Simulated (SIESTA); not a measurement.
Wanted: the native input for a SIESTA 5.4.2 run.

- Task: single point
- Functional: PBEsol
- Potentials or basis: PseudoDojo 0.4 standard (PBEsol files)
- Basis: DZP (energy shift 0.003 Ry)
- Grid cutoff: 800 Ry
- Energy shift: 0.003 Ry
- k mesh: 9 × 9 × 7
- Occupations: fermi-dirac, width 0.05 eV
- Spin: no spin polarisation

AlO2:

```
Al O
1.0
     1.48816   -5.40283    0.00000
     1.48816    5.40283    0.00000
     0.00000    0.00000    3.64661
Al O
2 4
Cartesian
  1.4433 -1.7934 2.7968
  1.5185 1.8622 0.9168
  1.5312 4.7253 2.6599
  1.5484 -4.7429 0.8865
  1.5208 2.2987 2.7313
  1.4961 -2.2344 0.9177
```

The cell comes from a database or a generator and needn't be the stable form of this composition.

The cell isn't the ideal one: atoms moved at random, drawn with an rms of 0.05 Å.

These files were run (other wordings do the same):

AlO2.fdf

```
SystemName                      AlO2
SystemLabel                     AlO2
NumberOfSpecies                 2
NumberOfAtoms                   6
%block ChemicalSpeciesLabel
  1  13 Al
  2   8 O
%endblock ChemicalSpeciesLabel

LatticeConstant                 1.0 Ang
%block LatticeVectors
     1.4881620000    -5.4028330000     0.0000000000
     1.4881620000     5.4028330000     0.0000000000
     0.0000000000     0.0000000000     3.6466120000
%endblock LatticeVectors
AtomicCoordinatesFormat         Fractional
%block AtomicCoordinatesAndAtomicSpecies
     0.6509000000     0.3189700000     0.7669660000  1  Al
     0.3378470000     0.6825270000     0.2514120000  1  Al
     0.0771600000     0.9517560000     0.7294180000  2  O
     0.9591640000     0.0813070000     0.2431010000  2  O
     0.2982300000     0.7236910000     0.7490020000  2  O
     0.7094390000     0.2958690000     0.2516470000  2  O
%endblock AtomicCoordinatesAndAtomicSpecies

%block kgrid.MonkhorstPack
    9   0   0  0.0
    0   9   0  0.0
    0   0   7  0.0
%endblock kgrid.MonkhorstPack
XC.Functional                   GGA
XC.Authors                      PBEsol
PAO.BasisSize                   DZP
PAO.EnergyShift                 0.003 Ry
Mesh.Cutoff                     800 Ry
OccupationFunction              FD
ElectronicTemperature           0.05 eV
MaxSCFIterations                120
SCF.MustConverge                false
SCF.Mixer.Method                Pulay
SCF.Mixer.Weight                0.25
SCF.Mixer.History               8
SCF.DM.Tolerance                5.0e-05
SCF.H.Tolerance                 1.0e-03 eV
WriteForces                     true
Charge.Mulliken                 end
```

Potentials or basis: PseudoDojo 0.4 standard (PBEsol files), DZP (energy shift 0.003 Ry).

Command:

```sh
$ siesta < AlO2.fdf > AlO2.out 2>&1
```

It gave:

```
Pressure               : -1.6 GPa
Largest force          : 1.825 eV/Å
Band gap on the k mesh : none (metal or under the smearing width)
```

Caveat: the basis of atomic orbitals isn't converged, which shifts pressures, moduli and gaps.

Run time: 13 min on 1 thread of Arm Neoverse V1, on a shared host, peak memory 1.6 GiB.
